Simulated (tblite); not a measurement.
# C20H10O2: the cost of one run

Programs: tblite 0.8.0 and PySCF 2.14.0, with routines of our own; each step states its level. All values are computed. Atoms count from 0.

## (1) The system as given

32 atoms, charge 0, multiplicity 1; geometry from: GFN2-xTB.

## (2) Md: GFN2-xTB Langevin dynamics

The job: settings as JSON, then the geometry in Å.

```
{"job": {"kind": "md", "xc": "GFN2-xTB", "basis": "xTB", "temperature": 200, "steps": 1000, "every": 50, "frames": 3}, "charge": 0, "multiplicity": 1}
O      5.893691    -0.509186     1.002194
C      4.780724    -0.054727     0.762064
C      4.552831     1.373142     0.521646
C      3.329880     1.859123     0.258921
C      2.172908     1.006443     0.198668
C      0.929170     1.499338    -0.068582
C     -0.215437     0.654686    -0.127491
C     -0.048601    -0.772461     0.104176
C      1.202279    -1.255283     0.371347
C      2.350903    -0.411524     0.430868
C      3.598499    -0.903477     0.697921
C     -1.218600    -1.602841     0.039078
C     -1.401829    -2.949933     0.203324
C     -2.799662    -3.253051     0.026427
C     -3.481310    -2.112939    -0.245104
C     -2.529312    -1.029944    -0.250400
C     -2.640569     0.309430    -0.460663
C     -3.779658     1.156285    -0.762699
C     -3.379596     2.433619    -0.883205
C     -1.915696     2.537011    -0.666203
O     -1.243297     3.545560    -0.704272
C     -1.473848     1.148138    -0.396838
H      5.422462     2.011484     0.567332
H      3.172580     2.914329     0.082699
H      0.785232     2.555388    -0.243943
H      1.346241    -2.311025     0.546043
H      3.750283    -1.959385     0.873235
H     -0.651068    -3.684789     0.427305
H     -3.213025    -4.242111     0.103149
H     -4.533312    -2.004029    -0.426978
H     -4.782271     0.780896    -0.867720
H     -3.989725     3.290796    -1.103287
```

Method: GFN2-xTB Langevin dynamics, gas phase.

Command:

```console
$ OMP_NUM_THREADS=1 python large_run.py task.json out
```

This one command runs all jobs of the session in turn.

**Question.** How long does this first job take on 1 thread of Arm Neoverse V1, shared host, and how much memory does it need?

About 25 s, with a peak of 0.19 GiB.
